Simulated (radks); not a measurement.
**The first electron to leave Tl⁸⁺**

Tl⁸⁺ stands in [Xe] 4f14 5d5. From which sub-shell is an electron easiest to take? Each removal is a run of its own. The parent's configuration is the lowest that an earlier search found at this level.

The numbers are computed with radks (a radial shooting solver on a logarithmic mesh, Libxc functionals) version 1 (non-relativistic Kohn-Sham, PBE, spin-polarised, spherical densities, point nucleus; open shells are filled with parallel spins first), except any that are marked as measured or tabulated.

1 further run of the same task is left out (set aside as unsound or not needed).

## 1. The atom as given

```
element       : thallium (Z = 81)
charge        : +8
electrons     : 73
configuration : [Xe] 4f14 5d5
```

Outer shells as boxes (Hund's rule):

Tl⁸⁺
```
[Xe] core
4f [↑↓][↑↓][↑↓][↑↓][↑↓][↑↓][↑↓]
5d [↑ ][↑ ][↑ ][↑ ][↑ ]
```

## 2. The parent, Tl⁸⁺

The parent was computed earlier with the same settings: E = -18948.143593 hartree. Its outer levels (eV):

| level | occupation | energy (eV) |
| --- | --- | --- |
| 4f up | 7 | -255.79 |
| 4f down | 7 | -254.92 |
| 5s up | 1 | -224.23 |
| 5s down | 1 | -219.58 |
| 5p up | 3 | -189.79 |
| 5p down | 3 | -184.92 |
| 5d up | 5 | -132.02 |
| 5d down | 0 | -126.98 |

## 3. Remove 5d: [Xe] 4f14 5d4

Input:

```text
Z 81
configuration [Xe] 4f14 5d4
relativity non-relativistic
functional pbe,pbe
spin polarised
nucleus point
```

## 4. Remove 5p: [Kr] 4d10 4f14 5s2 5p5 5d5

Input:

```text
Z 81
configuration [Kr] 4d10 4f14 5s2 5p5 5d5
relativity non-relativistic
functional pbe,pbe
spin polarised
nucleus point
```

## 5. Remove 5s: [Kr] 4d10 4f14 5s1 5p6 5d5

Input:

```text
Z 81
configuration [Kr] 4d10 4f14 5s1 5p6 5d5
relativity non-relativistic
functional pbe,pbe
spin polarised
nucleus point
```

## 6. Remove 4f: [Xe] 4f13 5d5

Input:

```text
Z 81
configuration [Xe] 4f13 5d5
relativity non-relativistic
functional pbe,pbe
spin polarised
nucleus point
```

What does the calculation give? Wanted: for each run, case; final configuration; Δ-SCF; −ε of the level emptied.

As calculated:

```
     case         final configuration  Δ-SCF (eV)  −ε of the level emptied (eV)
remove 5d               [Xe] 4f14 5d4      141.31                        132.02
remove 5p  [Kr] 4d10 4f14 5s2 5p5 5d5      194.97                        184.92
remove 5s  [Kr] 4d10 4f14 5s1 5p6 5d5      230.09                        219.58
remove 4f               [Xe] 4f13 5d5      272.99                        254.92
```

Removal from 5d costs least (141.31 eV), ahead of 5p (194.97 eV). 5d is also the highest occupied level of the parent. NIST lists 135 eV (theoretical), between the same two configurations. Relativity is left out here, which matters for elements this heavy. Open shells are spherical and high-spin; term and fine-structure splittings are not resolved.
